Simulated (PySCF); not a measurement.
# CH6Cl2GaN: the cost of one run

The runs use PySCF 2.14.0, with density-fitted response routines of our own; the level of theory stands in each step. All values are computed, except where a source is named. Atoms count from 0, in the outputs and in this text.

## 1. Starting geometry

11 atoms, charge 0, multiplicity 1; geometry from: GFN2-xTB. The atoms were then displaced at random by about 0.01 Å, so the start is not that level's minimum.

Bonds of the start (Å): N0–Ga1 2.17, Ga1–C2 2.00, C2–Cl3 1.86, C2–Cl4 1.78, N0–H5 1.02, N0–H6 1.00, N0–H7 1.04, Ga1–H8 1.55, Ga1–H9 1.53, C2–H10 1.08.

## 2. Geometry optimisation at PBE0-D3(BJ)/def2-SVP

What the job is given:

```
{"job": {"xc": "PBE0", "basis": "def2-SVP", "d3": "d3bj", "grid": 1, "shake": 0.01, "kind": "geom"}, "charge": 0, "multiplicity": 1}
N     -1.624710    -0.301400    -0.120370
Ga     0.165850     0.908490     0.044990
C      1.476570    -0.563210    -0.307790
Cl     2.669450     0.806540     0.104170
Cl     1.196680    -1.464490     1.202710
H     -1.787280    -0.650280    -1.062950
H     -1.570160    -1.062260     0.525590
H     -2.455420     0.272530     0.116580
H     -0.051840     1.338870     1.521720
H     -0.019110     1.917290    -1.088840
H      2.038080    -1.227910    -0.951450
```

Command:

```console
> OMP_NUM_THREADS=1 python probes_run.py task.json out
```

The driver reads the jobs from task.json and runs them one after another.

**Question.** How long does this first job take on 1 thread of Arm Neoverse V1, shared host, and how much memory does it need?

About 2.6 min, with a peak of 0.52 GiB.
